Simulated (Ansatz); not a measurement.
Geometry optimisation, Ansatz 0.2.0, DFT LDA, scalar-relativistic, plane waves, PAW.

input.yaml

```yaml
crystal:
  lattice:
    - [9.916014, 0.0, 0.0]
    - [0.0, 8.741323, 0.0]
    - [0.0, 0.0, 8.678643]
  atoms:
    - { symbol: Si, position: [0.46685718, 0.17405478, 0.18125692] }
    - { symbol: Si, position: [0.03314281, 0.8259452, 0.18125692] }
    - { symbol: Si, position: [0.21685718, 0.32594521, 0.31874306] }
    - { symbol: Si, position: [0.46685718, 0.17405478, 0.81874305] }
    - { symbol: Si, position: [0.03314281, 0.8259452, 0.81874305] }
    - { symbol: Si, position: [0.21685718, 0.32594521, 0.68125691] }
    - { symbol: Si, position: [0.28314281, 0.67405476, 0.31874306] }
    - { symbol: Si, position: [0.28314281, 0.67405476, 0.68125691] }
    - { symbol: O, position: [0.00677564, 0.80126558, 0.0] }
    - { symbol: O, position: [0.25, 0.49999999, 0.27156621] }
    - { symbol: O, position: [0.25677564, 0.69873438, 0.49999999] }
    - { symbol: O, position: [0.49322435, 0.19873439, 0.0] }
    - { symbol: O, position: [0.06158761, 0.28894735, 0.72160602] }
    - { symbol: O, position: [0.43841238, 0.71105262, 0.72160602] }
    - { symbol: O, position: [0.0, 0.0, 0.7715662] }
    - { symbol: O, position: [0.31158761, 0.21105263, 0.22160603] }
    - { symbol: O, position: [0.18841239, 0.78894734, 0.22160603] }
    - { symbol: O, position: [0.25, 0.49999999, 0.72843376] }
    - { symbol: O, position: [0.18841239, 0.78894734, 0.77839394] }
    - { symbol: O, position: [0.06158761, 0.28894735, 0.27839395] }
    - { symbol: O, position: [0.31158761, 0.21105263, 0.77839394] }
    - { symbol: O, position: [0.24322435, 0.30126559, 0.49999999] }
    - { symbol: O, position: [0.0, 0.0, 0.22843377] }
    - { symbol: O, position: [0.68841238, 0.78894734, 0.22160603] }
    - { symbol: Si, position: [0.96685717, 0.17405478, 0.18125692] }
    - { symbol: Si, position: [0.53314281, 0.8259452, 0.18125692] }
    - { symbol: Si, position: [0.71685718, 0.32594521, 0.31874306] }
    - { symbol: Si, position: [0.96685717, 0.17405478, 0.81874305] }
    - { symbol: Si, position: [0.53314281, 0.8259452, 0.81874305] }
    - { symbol: Si, position: [0.71685718, 0.32594521, 0.68125691] }
    - { symbol: Si, position: [0.78314281, 0.67405476, 0.31874306] }
    - { symbol: Si, position: [0.78314281, 0.67405476, 0.68125691] }
    - { symbol: O, position: [0.50677564, 0.80126558, 0.0] }
    - { symbol: O, position: [0.74999999, 0.49999999, 0.27156621] }
    - { symbol: O, position: [0.75677564, 0.69873438, 0.49999999] }
    - { symbol: O, position: [0.99322434, 0.19873439, 0.0] }
    - { symbol: O, position: [0.5615876, 0.28894735, 0.72160602] }
    - { symbol: O, position: [0.93841238, 0.71105262, 0.72160602] }
    - { symbol: O, position: [0.49999999, 0.0, 0.7715662] }
    - { symbol: O, position: [0.8115876, 0.21105263, 0.22160603] }
    - { symbol: O, position: [0.74999999, 0.49999999, 0.72843376] }
    - { symbol: O, position: [0.68841238, 0.78894734, 0.77839394] }
    - { symbol: O, position: [0.5615876, 0.28894735, 0.27839395] }
    - { symbol: O, position: [0.8115876, 0.21105263, 0.77839394] }
    - { symbol: O, position: [0.74322435, 0.30126559, 0.49999999] }
    - { symbol: O, position: [0.49999999, 0.0, 0.22843377] }
    - { symbol: O, position: [0.93841238, 0.71105262, 0.27839395] }
basis:
  ecutwfc: 420.0
kpoints:
  mp_grid: { grid: [1, 1, 1] }
hamiltonian:
  xc: lda
  pseudopotentials: { kind: paw, azcp: { folder: soft_1 } }
scf:
  occupations: { method: fermi_dirac, width: 0.05 }
  lower_state_search: "off"
relax:
  f_tol: 0.03
  max_steps: 60
  adjacent_minimum: "off"
```

Command:

```bash
$ ansatz run input.yaml --threads 2 --pin off --max-ram 5120MiB --backend cpu --events-out ev --progress --plain --runs-dir out
```

Question: Where does it end, and by what steps?

Answer: The forces met the threshold. The force dipped under the threshold on the way, but the program's further checks kept it going. Limits of this set-up: coarse k mesh, PAW files made for another functional, no spin, though dangling bonds at a vacancy may carry it, a small cell, in which the defect meets its images. After 10 steps the energy has fallen by 1.280 eV; O24 moved furthest, 0.92 Å. Joined: Si7–Si26 (3.05 → 2.38 Å).

```tsv
step	energy less start (eV)	largest force component (eV/Å)	accepted
0	0.0000	2.214	yes
1	-0.6785	1.226	yes
2	-0.9786	0.862	yes
3	-1.1621	0.540	yes
4	-1.2452	0.170	yes
5	-1.2667	0.075	yes
6	-1.2446	0.348	no
7	-1.2740	0.017	yes
8	-1.2772	0.101	yes
9	-1.2696	0.291	no
10	-1.2802	0.009	yes
```

```xyz
47
Lattice="9.9160 0.0000 0.0000 0.0000 8.7413 0.0000 0.0000 0.0000 8.6786" Properties=species:S:1:pos:R:3
Si 4.688 1.589 1.437
Si 0.114 7.413 1.674
Si 2.318 3.039 2.616
Si 4.728 1.348 6.997
Si 0.333 7.108 7.210
Si 2.274 2.710 5.680
Si 2.839 6.171 2.810
Si 2.853 5.814 5.931
O 0.079 7.040 0.113
O 2.753 4.583 2.500
O 2.872 6.362 4.418
O 5.049 1.623 -0.129
O 0.751 2.314 6.001
O 4.338 5.962 6.520
O 0.110 -0.123 6.714
O 3.210 2.190 1.591
O 1.469 6.840 2.298
O 2.456 4.267 6.010
O 1.837 6.671 6.842
O 0.778 2.823 2.184
O 3.231 1.786 6.591
O 2.562 2.486 4.112
O 0.131 0.263 1.905
O 6.093 6.719 2.456
Si 9.758 1.762 1.406
Si 4.719 7.225 1.791
Si 7.219 2.928 2.680
Si 9.739 1.434 6.972
Si 5.216 7.041 7.322
Si 7.219 2.695 5.798
Si 7.445 6.037 2.972
Si 7.705 5.776 6.108
O 4.809 6.957 0.197
O 7.445 4.505 2.484
O 7.440 6.157 4.572
O 10.024 1.843 -0.177
O 5.712 2.226 6.084
O 9.238 6.100 6.471
O 4.924 -0.228 6.732
O 8.225 2.126 1.720
O 7.425 4.207 6.308
O 6.764 6.648 7.091
O 5.722 2.504 2.266
O 8.202 1.721 6.610
O 7.500 2.564 4.221
O 4.666 0.087 2.017
O 8.740 6.781 2.387
```

Run time: 49 s on 2 threads of Arm Neoverse V1 (shared host), peak memory 0.63 GiB.
